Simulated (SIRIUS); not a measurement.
# TiB2 in SIRIUS: convergence with lmax of the augmentation

Input of the first run (lmax of the augmentation 4); the others differ in this setting and in those tied to it:

sirius.json

```json
{
  "control": {
    "processing_unit": "cpu",
    "std_evp_solver_name": "lapack",
    "gen_evp_solver_name": "lapack",
    "verbosity": 2,
    "print_forces": true,
    "ortho_rf": true,
    "use_second_variation": true,
    "rmt_max": 3.0,
    "num_bands_to_print": 21,
    "save_wf": true
  },
  "parameters": {
    "electronic_structure_method": "full_potential_lapwlo",
    "xc_functionals": ["XC_LDA_X", "XC_LDA_C_PW"],
    "core_relativity": "dirac",
    "valence_relativity": "iora",
    "num_fv_states": 21,
    "smearing": "fermi_dirac",
    "smearing_width": 0.0018374661,
    "pw_cutoff": 21,
    "gk_cutoff": 4.01,
    "lmax_apw": 4,
    "lmax_rho": 8,
    "lmax_pot": 8,
    "num_mag_dims": 0,
    "auto_rmt": 0,
    "ngridk": [10, 10, 8],
    "shiftk": [0, 0, 0],
    "num_dft_iter": 80,
    "energy_tol": 1e-07,
    "density_tol": 1e-05,
    "use_symmetry": true
  },
  "settings": {"tol_ne": 1e-10},
  "iterative_solver": {"type": "exact"},
  "mixer": {"type": "anderson", "beta": 0.5, "max_history": 8},
  "unit_cell": {
    "lattice_vectors": [[5.7243583767, 0.0, 0.0], [-2.8621791884, 4.9574397745, 0.0], [0.0, 0.0, 6.1007918207]],
    "atom_types": ["B", "Ti"],
    "atom_files": {"B": "B.json", "Ti": "Ti.json"},
    "atoms": {"B": [[0.6666666667, 0.3333333333, 0.5], [0.3333333333, 0.6666666667, 0.5]], "Ti": [[0.0, 0.0, 0.0]]}
  }
}
```

Contents of B.json:

```json
{
  "name": "boron",
  "symbol": "B",
  "number": 5,
  "mass": 10.811,
  "rmin": 1e-06,
  "rmt": 1.62,
  "nrmt": 800,
  "rinf": 17.81,
  "core": "",
  "valence": [
    {"basis": [{"enu": 0.21, "dme": 0, "n": 0, "auto": 0}, {"enu": 0.21, "dme": 1, "n": 0, "auto": 0}]},
    {"l": 0, "n": 1, "basis": [{"enu": 0.2559, "dme": 0, "n": 0, "auto": 0}]},
    {"l": 1, "n": 2, "basis": [{"enu": 0.31, "dme": 0, "n": 0, "auto": 0}]},
    {"l": 2, "n": 3, "basis": [{"enu": 0.31, "dme": 0, "n": 0, "auto": 0}]},
    {"l": 3, "n": 4, "basis": [{"enu": 0.31, "dme": 0, "n": 0, "auto": 0}]}
  ],
  "lo": [
    {
      "l": 0,
      "basis": [{"enu": 0.2559, "dme": 0, "n": 0, "auto": 0}, {"enu": 0.2559, "dme": 1, "n": 0, "auto": 0}]
    },
    {
      "l": 0,
      "basis": [{"enu": 0.2559, "dme": 1, "n": 0, "auto": 0}, {"enu": 0.2559, "dme": 2, "n": 0, "auto": 0}]
    },
    {
      "l": 0,
      "basis": [{"enu": -6.1164, "dme": 0, "n": 1, "auto": 1}, {"enu": -6.1164, "dme": 1, "n": 1, "auto": 1}]
    },
    {
      "l": 0,
      "basis": [{"enu": 0.2559, "dme": 0, "n": 0, "auto": 0}, {"enu": 4.8284, "dme": 0, "n": 0, "auto": 0}]
    },
    {"l": 1, "basis": [{"enu": 0.31, "dme": 0, "n": 0, "auto": 0}, {"enu": 0.31, "dme": 1, "n": 0, "auto": 0}]},
    {"l": 1, "basis": [{"enu": 0.31, "dme": 1, "n": 0, "auto": 0}, {"enu": 0.31, "dme": 2, "n": 0, "auto": 0}]},
    {"l": 1, "basis": [{"enu": 0.31, "dme": 0, "n": 0, "auto": 0}, {"enu": 5.5683, "dme": 0, "n": 0, "auto": 0}]},
    {"l": 2, "basis": [{"enu": 0.31, "dme": 0, "n": 0, "auto": 0}, {"enu": 0.31, "dme": 1, "n": 0, "auto": 0}]},
    {"l": 2, "basis": [{"enu": 0.31, "dme": 1, "n": 0, "auto": 0}, {"enu": 0.31, "dme": 2, "n": 0, "auto": 0}]},
    {"l": 2, "basis": [{"enu": 0.31, "dme": 0, "n": 0, "auto": 0}, {"enu": 6.2542, "dme": 0, "n": 0, "auto": 0}]},
    {"l": 3, "basis": [{"enu": 0.31, "dme": 0, "n": 0, "auto": 0}, {"enu": 0.31, "dme": 1, "n": 0, "auto": 0}]}
  ],
  "free_atom": [... radial grid and density of the free atom, the start of the SCF ...]
}
```

File Ti.json:

```json
{
  "name": "titanium",
  "symbol": "Ti",
  "number": 22,
  "mass": 47.867,
  "rmin": 1e-06,
  "rmt": 2.23,
  "nrmt": 800,
  "rinf": 17.51,
  "core": "1s2s2p",
  "valence": [
    {"basis": [{"enu": 0.21, "dme": 0, "n": 0, "auto": 0}, {"enu": 0.21, "dme": 1, "n": 0, "auto": 0}]},
    {"l": 0, "n": 1, "basis": [{"enu": 0.31, "dme": 0, "n": 0, "auto": 0}]},
    {"l": 1, "n": 2, "basis": [{"enu": 0.31, "dme": 0, "n": 0, "auto": 0}]},
    {"l": 2, "n": 3, "basis": [{"enu": 0.31, "dme": 0, "n": 0, "auto": 0}]},
    {"l": 3, "n": 4, "basis": [{"enu": 0.31, "dme": 0, "n": 0, "auto": 0}]}
  ],
  "lo": [
    {"l": 0, "basis": [{"enu": 0.31, "dme": 0, "n": 0, "auto": 0}, {"enu": 0.31, "dme": 1, "n": 0, "auto": 0}]},
    {
      "l": 0,
      "basis": [{"enu": -1.8103, "dme": 0, "n": 3, "auto": 1}, {"enu": -1.8103, "dme": 1, "n": 3, "auto": 1}]
    },
    {
      "l": 0,
      "basis": [{"enu": -1.8103, "dme": 1, "n": 3, "auto": 1}, {"enu": 0.31, "dme": 0, "n": 0, "auto": 0}]
    },
    {"l": 0, "basis": [{"enu": 0.31, "dme": 0, "n": 0, "auto": 0}, {"enu": 3.5274, "dme": 0, "n": 0, "auto": 0}]},
    {"l": 1, "basis": [{"enu": 0.31, "dme": 0, "n": 0, "auto": 0}, {"enu": 0.31, "dme": 1, "n": 0, "auto": 0}]},
    {
      "l": 1,
      "basis": [{"enu": -0.9503, "dme": 0, "n": 3, "auto": 1}, {"enu": -0.9503, "dme": 1, "n": 3, "auto": 1}]
    },
    {
      "l": 1,
      "basis": [{"enu": -0.9503, "dme": 1, "n": 3, "auto": 1}, {"enu": 0.31, "dme": 0, "n": 0, "auto": 0}]
    },
    {"l": 1, "basis": [{"enu": 0.31, "dme": 0, "n": 0, "auto": 0}, {"enu": 4.0101, "dme": 0, "n": 0, "auto": 0}]},
    {"l": 2, "basis": [{"enu": 0.31, "dme": 0, "n": 0, "auto": 0}, {"enu": 0.31, "dme": 1, "n": 0, "auto": 0}]},
    {"l": 2, "basis": [{"enu": 0.31, "dme": 1, "n": 0, "auto": 0}, {"enu": 0.31, "dme": 2, "n": 0, "auto": 0}]},
    {"l": 2, "basis": [{"enu": 0.31, "dme": 0, "n": 0, "auto": 0}, {"enu": 3.447, "dme": 0, "n": 0, "auto": 0}]},
    {"l": 3, "basis": [{"enu": 0.31, "dme": 0, "n": 0, "auto": 0}, {"enu": 0.31, "dme": 1, "n": 0, "auto": 0}]},
    {"l": 3, "basis": [{"enu": 0.31, "dme": 0, "n": 0, "auto": 0}, {"enu": 3.809, "dme": 0, "n": 0, "auto": 0}]}
  ],
  "free_atom": [... radial grid and density of the free atom, the start of the SCF ...]
}
```

File sirius_start.json:

```json
{
  "control": {
    "processing_unit": "cpu",
    "std_evp_solver_name": "lapack",
    "gen_evp_solver_name": "lapack",
    "verbosity": 1,
    "print_forces": false,
    "ortho_rf": true,
    "use_second_variation": true,
    "rmt_max": 3.0,
    "num_bands_to_print": 21,
    "save_wf": false
  },
  "parameters": {
    "electronic_structure_method": "full_potential_lapwlo",
    "xc_functionals": ["XC_LDA_X", "XC_LDA_C_PW"],
    "core_relativity": "dirac",
    "valence_relativity": "iora",
    "num_fv_states": 21,
    "smearing": "fermi_dirac",
    "smearing_width": 0.0055123983,
    "pw_cutoff": 21,
    "gk_cutoff": 3.21,
    "lmax_apw": 4,
    "lmax_rho": 8,
    "lmax_pot": 8,
    "num_mag_dims": 0,
    "auto_rmt": 0,
    "ngridk": [4, 4, 3],
    "shiftk": [0, 0, 0],
    "num_dft_iter": 30,
    "energy_tol": 0.01,
    "density_tol": 0.05,
    "use_symmetry": true
  },
  "settings": {"tol_ne": 1e-10},
  "iterative_solver": {"type": "exact"},
  "mixer": {"type": "anderson", "beta": 0.5, "max_history": 8},
  "unit_cell": {
    "lattice_vectors": [[5.7243583767, 0.0, 0.0], [-2.8621791884, 4.9574397745, 0.0], [0.0, 0.0, 6.1007918207]],
    "atom_types": ["B", "Ti"],
    "atom_files": {"B": "B.json", "Ti": "Ti.json"},
    "atoms": {"B": [[0.6666666667, 0.3333333333, 0.5], [0.3333333333, 0.6666666667, 0.5]], "Ti": [[0.0, 0.0, 0.0]]}
  }
}
```

Potentials or basis: all-electron FP-LAPW, apw+lo standard.

Command:

```bash
$ OMP_NUM_THREADS=1 sirius.scf --input=sirius_start.json --output=start.json
$ OMP_NUM_THREADS=1 sirius.scf --input=sirius.json --output=output.json --task=1
```

Hardware: 1 thread of Arm Neoverse V2, on a shared host.

| lmax of the augmentation | energy less the tightest run, at zero smearing (meV/atom) | SCF cycles | CPU time (s) | peak memory (GiB) |
| --- | --- | --- | --- | --- |
| 4 | -63.71 | 6 | 29 | 0.31 |
| 5 | -13.35 | 6 | 31 | 0.33 |
| 6 | -2.67 | 6 | 34 | 0.36 |
| 8 | -0.32 | 6 | 41 | 0.43 |
| 10 | -0.04 | 6 | 51 | 0.51 |
| 12 | 0.00 | 6 | 66 | 0.63 |
| 14 | 0.00 | 6 | 88 | 0.79 |

Against the tightest run, the energy stays within 1 meV/atom from 8 on. The tightest run that finished is the yardstick and may itself not be fully converged.
